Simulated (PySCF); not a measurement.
# C40H22: the cost of one run

Programs: PySCF 2.14.0, with routines of our own; each step states its level. All values are computed. Atoms count from 0.

1 further run of the same task is left out (it didn't finish).

## (1) The system as given

62 atoms, charge 0, multiplicity 1; geometry from: GFN2-xTB.

## (2) Electronic excitations: TDDFT revPBE/pcSseg-1

Job settings and geometry (Å):

```
{"job": {"kind": "uv", "basis": "pcSseg-1", "grid": 1, "kgrid": 1, "vcut": 2.5, "nstates": 10, "ntriplets": 0, "tda": false, "delta": [], "pop": false, "xc": "revPBE"}, "charge": 0, "multiplicity": 1}
C     -4.701736    -2.724719     2.798835
C     -3.633599    -2.203349     3.440121
C     -2.459287    -1.684734     2.812417
C     -2.359798    -1.098858     1.597130
C     -1.049194    -0.721744     1.078545
C     -0.702006     0.514625     0.649859
C     -1.646749     1.598540     0.654329
C     -1.299838     2.984400     0.867988
C     -2.553057     3.722775     0.859385
C     -3.554550     2.862905     0.596292
C     -3.008475     1.519287     0.475415
C     -3.775410     0.338116     0.131514
C     -4.843828     0.560961    -0.822549
C     -5.281526    -0.297484    -1.759047
C     -4.825264    -1.648862    -1.948704
C     -4.355308    -2.449775    -0.986763
C     -4.263926    -2.085065     0.431040
C     -4.816051    -2.869144     1.379608
C     -3.495408    -0.868230     0.697959
C     -0.097405     3.567011     1.099564
C      1.248311     3.064864     1.051829
C      2.177113     3.973197     1.549533
C      3.570864     3.954678     1.573656
C      4.439789     3.113083     0.936096
C      4.166116     1.975205     0.139487
C      5.322644     1.414660    -0.501928
C      5.574479     0.307940    -1.249518
C      4.780670    -0.809988    -1.667993
C      5.474492    -1.808641    -2.403977
C      5.045921    -2.998922    -2.922564
C      3.772669    -3.596276    -2.890829
C      2.627660    -3.107555    -2.325879
C      2.438363    -1.901332    -1.633208
C      1.207572    -1.509880    -1.094649
C      1.375626    -0.272276    -0.471929
C      0.671296     0.739227     0.228621
C      1.572514     1.788479     0.486961
C      2.904326     1.383296     0.004894
C      2.725302     0.134933    -0.628216
C      3.428406    -0.860729    -1.336663
H     -5.488836    -3.177989     3.388047
H     -3.598663    -2.268821     4.520433
H     -1.553271    -1.732449     3.405858
H     -0.283030    -1.483224     1.143898
H     -2.629872     4.781788     1.023730
H     -4.601763     3.100079     0.544551
H     -5.223375     1.572943    -0.863519
H     -5.992341     0.062568    -2.492833
H     -4.916338    -2.038359    -2.955333
H     -4.045690    -3.458421    -1.234475
H     -5.431949    -3.695369     1.042028
H     -0.153378     4.627167     1.326580
H      1.748441     4.854475     2.011956
H      4.024923     4.770358     2.124040
H      5.489567     3.356519     1.044933
H      6.202249     2.034365    -0.356734
H      6.604840     0.237836    -1.582564
H      6.522075    -1.585455    -2.573955
H      5.802697    -3.577717    -3.439752
H      3.698904    -4.559903    -3.379116
H      1.738562    -3.721489    -2.414390
H      0.298501    -2.078015    -1.173909
```

Level: TDDFT revPBE/pcSseg-1, vertical, gas phase, core orbitals frozen in the response, virtual orbitals cut by energy.

Launch:

```
$ OMP_NUM_THREADS=4 python large_run.py task.json out
```

This one command runs all jobs of the session in turn.

**Question.** How long does this first job take on 4 threads of Arm Neoverse V2, shared host, and how much memory does it need?

About 75 s, with a peak of 2.6 GiB.
